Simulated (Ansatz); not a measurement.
**C₄H₁₀SZn: up Jacob's ladder to CCSD(T)**

The task here is to estimate one member of a computed series from the others.

Program: Ansatz 0.2.0, Gaussian basis. Level of theory: functionals in def2-TZVPP, the program's frozen cores in correlated methods. These are calculated values, not measurements.

The runs, in order: LDA (SPW92), PBE-D4, revPBE-D4, BLYP-D4, r2SCAN-D4, B97M-V, PBE0-D4, B3LYP-D4, r2SCANh-D4, r2SCAN0-D4, HSE06-D4, BHLYP-D4, CAM-B3LYP-D4, LC-ωPBE, ωB97X-V, ωB97M-V, B2PLYP, PBE-QIDH; CCSD(T)/def2-SVP; CCSD(T)/def2-TZVPP; MP2/def2-QZVPP; extrapolation to the limit; RPA on PBE.

## The relaxed structure

An earlier PBE0-D4 in a triple-zeta def2 set relaxation fixed the geometry.

SMILES `C[S][Zn][CH](C)C`, 16 atoms, charge 0, spin multiplicity 1.

Atoms are counted from 1 here; the program's logs count them from 0.

Bond lengths: C1–S2 1.824 Å, C1–H7 1.089 Å, C1–H8 1.090 Å, C1–H9 1.089 Å, S2–Zn3 2.178 Å, Zn3–C4 1.963 Å, C4–C5 1.525 Å, C4–C6 1.526 Å, C4–H10 1.097 Å, C5–H11 1.094 Å, C5–H12 1.093 Å, C5–H13 1.098 Å, C6–H14 1.093 Å, C6–H15 1.098 Å, C6–H16 1.095 Å. Angles: S2–C1–H7 111.8°, S2–C1–H8 106.6°, S2–C1–H9 111.8°, H7–C1–H8 108.3°, H7–C1–H9 109.7°, H8–C1–H9 108.3°, C1–S2–Zn3 102.2°, S2–Zn3–C4 179.0°, Zn3–C4–C5 112.4°, Zn3–C4–C6 112.1°, Zn3–C4–H10 104.7°, C5–C4–C6 111.1°, C5–C4–H10 108.1°, C6–C4–H10 108.0°, C4–C5–H11 111.8°, C4–C5–H12 112.5°, C4–C5–H13 110.8°, H11–C5–H12 107.3° and more.

Set-up of the first run:

Contents of in.yaml:

```yaml
crystal:
  periodic: [false, false, false]
  atoms:
    - {symbol: C, position_ang: [0.665248, -3.368933, -0.737278]}
    - {symbol: S, position_ang: [2.061010, -2.196388, -0.661296]}
    - {symbol: Zn, position_ang: [1.070214, -0.337107, -0.107393]}
    - {symbol: C, position_ang: [0.206981, 1.352264, 0.397740]}
    - {symbol: C, position_ang: [-0.358074, 2.098648, -0.806417]}
    - {symbol: C, position_ang: [-0.859360, 1.152707, 1.470492]}
    - {symbol: H, position_ang: [-0.059551, -3.086828, -1.500129]}
    - {symbol: H, position_ang: [1.086004, -4.337906, -1.005981]}
    - {symbol: H, position_ang: [0.165894, -3.467586, 0.225944]}
    - {symbol: H, position_ang: [1.012989, 1.959716, 0.828602]}
    - {symbol: H, position_ang: [-1.155869, 1.533222, -1.297849]}
    - {symbol: H, position_ang: [0.402580, 2.312414, -1.561706]}
    - {symbol: H, position_ang: [-0.793661, 3.059145, -0.500396]}
    - {symbol: H, position_ang: [-0.463225, 0.679057, 2.372582]}
    - {symbol: H, position_ang: [-1.294381, 2.115025, 1.771425]}
    - {symbol: H, position_ang: [-1.686789, 0.532559, 1.111669]}
basis:
  gaussian: {orbitals: def2-TZVPP}
hamiltonian: {xc: lda}
output: {orbitals: {seedname: orbitals}}
```

Launch:

```sh
ansatz run in.yaml --threads 2 --pin off --events-out ev --progress --plain --max-ram 20480MiB --backend cuda --devices 0, --max-vram 18GiB
```

Steps of the session up to this table: LDA; PBE-D4 (GGA); revPBE-D4 (GGA); BLYP-D4 (GGA); r2SCAN-D4 (meta-GGA); B97M-V (meta-GGA); B3LYP-D4 (hybrid); r2SCANh-D4 (hybrid); r2SCAN0-D4 (hybrid); HSE06-D4 (hybrid); BHLYP-D4 (hybrid); CAM-B3LYP-D4 (range-separated); LC-ωPBE (range-separated); ωB97X-V (range-separated); ωB97M-V (range-separated); B2PLYP (double hybrid); PBE-QIDH (double hybrid).

One of the session's tables, all rows but one given; the rest of the session is left out.

It belongs to the step «Orbital energies across the functionals». 

```
  functional  HOMO (eV)  gap (eV)
 LDA (SPW92)      -5.43      3.81
      PBE-D4      -5.30      3.93
   revPBE-D4      -5.25      3.99
     BLYP-D4      -5.14      3.84
   r2SCAN-D4      -5.54      4.45
      B97M-V      -5.61      4.29
     PBE0-D4      -6.47      5.86
    B3LYP-D4      -6.23      5.37
  r2SCANh-D4      -5.97      5.15
  r2SCAN0-D4      -6.63      6.19
    HSE06-D4      -6.06      5.09
    BHLYP-D4      -7.50      7.55
CAM-B3LYP-D4      -7.78      7.97
     LC-ωPBE          ?         ?
     ωB97X-V      -8.81      9.95
     ωB97M-V      -8.66      9.47
```

**Question.** Estimate the row for LC-ωPBE.

**Answer.** HOMO (eV): -9.16; gap (eV): 10.51. In the column «HOMO (eV)» it is the lowest.
